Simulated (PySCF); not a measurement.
# C5H13NOSi: the cost of one run

Computed with PySCF 2.14.0, with density-fitted response routines of our own, on a single molecule, in the gas phase or a continuum. Atoms count from 0, in the outputs and in this text.

## Step 1: The starting structure

21 atoms, charge 0, multiplicity 1; geometry from: GFN2-xTB.

Bonds of the start (Å): C0–C1 1.53, C1–C2 1.53, C2–N3 1.45, N3–Si4 1.72, Si4–O5 1.63, Si4–C6 1.91, C6–C7 1.53, C6–C1 1.54, C0–H8 1.09, C0–H9 1.09, C0–H10 1.09, C1–H11 1.10, C2–H12 1.09, C2–H13 1.10, N3–H14 1.01, Si4–H15 1.46, O5–H16 0.95, C6–H17 1.09, C7–H18 1.09, C7–H19 1.09, C7–H20 1.09.

## Step 2: Optimising the geometry at PBE0-D3(BJ)/def2-SVP

The job: settings as JSON, then the geometry in Å.

```
{"job": {"xc": "PBE0", "basis": "def2-SVP", "d3": "d3bj", "grid": 1, "kind": "geom"}, "charge": 0, "multiplicity": 1}
C      1.823727     0.617136    -0.797291
C      0.780775     0.627611     0.317012
C      0.893480    -0.655591     1.148150
N      0.257562    -1.700852     0.371687
Si    -1.126887    -1.154995    -0.490158
O     -1.229167    -1.778349    -1.990626
C     -0.645276     0.676584    -0.257852
C     -1.596309     1.391515     0.697970
H      1.716228     1.494367    -1.431883
H      2.829645     0.617679    -0.381286
H      1.703781    -0.273288    -1.409623
H      0.964600     1.495326     0.959550
H      1.941385    -0.912658     1.331480
H      0.404295    -0.518277     2.123010
H      0.358744    -2.623193     0.761412
H     -2.453817    -1.491638     0.010929
H     -0.485528    -1.748613    -2.587228
H     -0.633092     1.242259    -1.193003
H     -1.277786     2.419970     0.868857
H     -2.604344     1.409835     0.289816
H     -1.630936     0.882116     1.658606
```

Run with:

```sh
$ OMP_NUM_THREADS=1 python probes_run.py task.json out
```

One launch serves the whole session: the jobs run in the order shown.

Q: Estimate the wall time and peak memory of this first job on 1 thread of Arm Neoverse V1, shared host.

About 2.9 min, with a peak of 0.74 GiB.
